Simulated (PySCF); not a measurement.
# The bond of ZnH, level by level

An exercise on one series of results from a longer session: the logs are not shown, and one member is left open.

The runs use PySCF 2.14.0; Zn def2-TZVPPD, H def2-TZVPPD, no relativity.

The first run:

Settings of the job:

- atoms: Zn, H
- charge: 0
- basis: Zn def2-TZVPPD, H def2-TZVPPD
- Hamiltonian: no relativity
- basis functions: 84
- electrons treated: 31
- masses in u: 63.9291, 1.0078
- levels: PBE0, PBE, r²SCAN, revPBE, TPSS, M06-L, M06, BHandHLYP, CAM-B3LYP, HF, MP2, SCS-MP2, CCSD, CCSD(T)
- grid: 80 radial by 434 angular points
- occupations: held fixed by the projection of orbital angular momentum
- dissociation limit: Zn + H, each in its ground configuration
- starting distance in angstrom: 1.510
- values of 2S to try: 1, 3

Run with:

```console
$ OMP_NUM_THREADS=1 python dia.py task.json out
```

Among the steps run: Input; PBE0 along the bond; Other states along the same grid; PBE; r²SCAN; revPBE (GGA); TPSS; M06-L; M06; BHandHLYP (global hybrid GGA); CAM-B3LYP; UHF (mean field); MP2 and coupled cluster.

One of the session's tables, all rows but one given; the rest of the session is left out.

It belongs to the step «The curves together». Energy (eV) from each level's lowest point:

```
R (Å)    UHF  UHF-MP2  UHF-SCS-MP2  UHF-CCSD  UHF-CCSD(T)
1.388  0.404    0.209        0.240       n/a          n/a
1.453  0.194    0.071        0.090     0.116        0.109
1.517  0.070    0.009        0.017     0.029        0.025
1.566  0.020    0.000        0.000     0.002        0.000
1.614      ?        ?            ?         ?            ?
1.662  0.004    0.050        0.038     0.018        0.019
1.727  0.038    0.119        0.101     0.066        0.068
1.808  0.115    0.231        0.207     0.153        0.154
1.905  0.236    0.384        0.358     0.279        0.279
2.034  0.410    0.591        0.570       n/a          n/a
```

Q: Estimate the row for R (Å) = 1.614 from the others.

Worked estimate for «UHF». A straight line through the neighbours (1.566, 0.020) and (1.662, 0.004) gives 0.020 + (0.004 − 0.020) × (1.614 − 1.566) / (1.662 − 1.566) = 0.012; a parabola fitted to 4 rows on both sides gives 0.001.

**Answer.** UHF: 0.000; UHF-MP2: 0.015; UHF-SCS-MP2: 0.009; UHF-CCSD: 0.000; UHF-CCSD(T): 0.000. In «UHF» the line misses by +0.012 and the parabola by +0.001.
